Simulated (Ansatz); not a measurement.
# FGe2H5: the cost of one run

Method: RKS PBE0/def2-SVP, in Ansatz 0.2.0.

## Step 1: The system as given

Bond lengths: Ge1–F2 1.880 Å, Ge1–H3 1.750 Å, Ge1–Ge4 2.398 Å, Ge4–H5 1.550 Å, Ge4–H6 1.550 Å, Ge4–H7 1.550 Å, Ge1–H8 1.549 Å. Angles: F2–Ge1–H3 41.0°, F2–Ge1–Ge4 122.9°, F2–Ge1–H8 122.9°, H3–Ge1–Ge4 122.5°, H3–Ge1–H8 122.5°, Ge4–Ge1–H8 109.5°, Ge1–Ge4–H5 109.5°, Ge1–Ge4–H6 109.5°, Ge1–Ge4–H7 109.5°, H5–Ge4–H6 109.4°, H5–Ge4–H7 109.4°, H6–Ge4–H7 109.4°.

Coordinates:

```xyz
8

Ge    0.0000    0.0000    0.0000
F     1.0779    0.0000    1.5402
H     1.6981    0.0000    0.4233
Ge   -1.1304    1.9584   -0.7992
H    -2.6003    1.6043   -1.1405
H    -1.1048    3.0541    0.2968
H    -0.4177    2.4843   -2.0712
H    -0.7300   -1.2648   -0.5162
```

## Step 2: A restrained relaxation towards end A

Springs on the bonds that form and break draw the guess towards this end; the thresholds are loose.

The input, input.yaml:

```yaml
crystal:
  periodic: [false, false, false]
  atoms:
    - { symbol: Ge, position_ang: [0.0, 0.0, 0.0] }
    - { symbol: F, position_ang: [1.0779, 0.0, 1.5402] }
    - { symbol: H, position_ang: [1.6981, 0.0, 0.4233] }
    - { symbol: Ge, position_ang: [-1.1304, 1.9584, -0.7992] }
    - { symbol: H, position_ang: [-2.6003, 1.6043, -1.1405] }
    - { symbol: H, position_ang: [-1.1048, 3.0541, 0.2968] }
    - { symbol: H, position_ang: [-0.4177, 2.4843, -2.0712] }
    - { symbol: H, position_ang: [-0.73, -1.2648, -0.5162] }
basis:
  gaussian: { orbitals: def2-SVP }
hamiltonian:
  xc: pbe0
relax:
  f_tol: 0.15
  max_steps: 25
  restrain:
    - { distance: [1, 2], at: 2.12, k: 30.0 }
    - { distance: [0, 1], at: 1.68, k: 30.0 }
    - { distance: [0, 2], at: 1.55, k: 30.0 }
output:
  orbitals: {}
```

The run is started by

```console
> ansatz run input.yaml --threads 2 --pin off --max-ram 3072MiB --backend cpu --events-out ev --progress --plain --runs-dir out
```

Q: Estimate wall time and peak memory on 2 threads of Arm Neoverse V2, shared host.

About 17 s, with a peak of 0.24 GiB.
